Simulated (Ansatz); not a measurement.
# AlH₃IN (SMILES [NH2][AlH][I]): a rigid scan of the angle Al2–N1–H4

The task here is to estimate one member of a computed series from the others.

Program: Ansatz 0.2.0, Gaussian basis. Level of theory: single points in def2-TZVPP. These are calculated values, not measurements.

Levels: PBE-D4, r2SCAN-D4, PBE0-D4, B3LYP-D4, wB97M-V, Hartree-Fock, MP2, CCSD, CCSD(T). The scan takes 100.4, 106.4, 112.4, 118.4, 124.4, 130.4, 136.4, 142.4, 148.4°.

Correlated methods freeze the cores. Filled d shells of the heavier atoms are correlated. Core potentials replace the inner electrons past krypton, and spin-orbit coupling is left out. B3LYP uses VWN-RPA correlation.

27 further runs of the same task are left out: 27 set aside as unsound or not needed.

## Where the work starts

The minimum, relaxed at PBE0-D4: SMILES `[NH2][AlH][I]`, 6 atoms, charge 0, spin multiplicity 1.

Atoms are counted from 1 here; the program's logs count them from 0.

Bond lengths: N1–Al2 1.757 Å, N1–H4 1.007 Å, N1–H5 1.007 Å, Al2–I3 2.475 Å, Al2–H6 1.572 Å. Angles: Al2–N1–H4 124.4°, Al2–N1–H5 124.9°, H4–N1–H5 110.8°, N1–Al2–I3 117.3°, N1–Al2–H6 121.5°, I3–Al2–H6 121.3°.

Geometry (Å):

```
N    -0.6226    0.2996   -0.7551
Al    0.3981    0.0024    0.6438
I     1.5784   -2.1706    0.7446
H    -1.1500    1.1447   -0.9049
H    -0.7611   -0.3471   -1.5145
H     0.5572    1.0710    1.7861
```

Energies of the minimum (eV), from earlier single points: PBE-D4 -16234.47574, r2SCAN-D4 -16242.03416, PBE0-D4 -16235.96115, B3LYP-D4 -16243.92003, wB97M-V -16238.82754, CCSD(T) -16210.15026.

At the minimum the angle Al2–N1–H4 is 124.4°.

Set-up of the first run:

The input, ccsdt-tzvpp/in.yaml:

```yaml
crystal:
  periodic: [false, false, false]
  atoms:
    - {symbol: N, position_ang: [-0.622586, 0.299579, -0.755122]}
    - {symbol: Al, position_ang: [0.140921, 0.670703, 0.783117]}
    - {symbol: I, position_ang: [1.629497, -1.051556, 1.754441]}
    - {symbol: H, position_ang: [-1.150040, 1.144678, -0.904922]}
    - {symbol: H, position_ang: [-0.761057, -0.347085, -1.514491]}
    - {symbol: H, position_ang: [-0.109024, 2.039662, 1.514994]}
basis:
  gaussian: {orbitals: def2-TZVPP}
correlation: {method: ccsd_t}
```

The command line of these runs was not kept.

Steps of the session up to this table: Al2–N1–H4 = 100.4°; Al2–N1–H4 = 106.4°; Al2–N1–H4 = 112.4°; Al2–N1–H4 = 118.4°; Al2–N1–H4 = 124.4°; Al2–N1–H4 = 130.4°; Al2–N1–H4 = 136.4°; Al2–N1–H4 = 142.4°; Al2–N1–H4 = 148.4°.

One table of the session follows, with a row left open; its other results are not shown here.

It belongs to the step «The curves». Energies less that of the minimum at the same level (kJ/mol):

| angle (°) | PBE-D4 | PBE0-D4 | B3LYP-D4 | wB97M-V | Hartree-Fock |
| --- | --- | --- | --- | --- | --- |
| 100.4 | 20.9 | 21.6 | 22.3 | 21.6 | 24.4 |
| 106.4 | 11.8 | 12.2 | 12.6 | 12.2 | 13.7 |
| 112.4 | 5.3 | 5.5 | 5.6 | 5.4 | 6.1 |
| 118.4 | 1.3 | 1.4 | 1.4 | 1.4 | 1.5 |
| 124.4 (minimum) | 0.0 | 0.0 | 0.0 | 0.0 | 0.0 |
| 124.4 | 0.0 | 0.0 | 0.0 | 0.0 | 0.0 |
| 130.4 | 1.3 | 1.4 | 1.4 | 1.3 | 1.6 |
| 136.4 | 5.2 | 5.4 | 5.6 | 5.4 | 6.4 |
| 142.4 | ? | ? | ? | ? | ? |
| 148.4 | 20.9 | 21.6 | 22.4 | 21.5 | 25.3 |

**Question.** Estimate the row for angle (°) = 142.4.

Worked estimate for «PBE-D4». A straight line through the neighbours (136.4, 5.2) and (148.4, 20.9) gives 5.2 + (20.9 − 5.2) × (142.4 − 136.4) / (148.4 − 136.4) = 13.0; a parabola fitted to 3 rows on both sides gives 11.7.

**Answer.** PBE-D4: 11.8; PBE0-D4: 12.2; B3LYP-D4: 12.6; wB97M-V: 12.1; Hartree-Fock: 14.3. In «PBE-D4» the line misses by +1.2 and the parabola by -0.1.
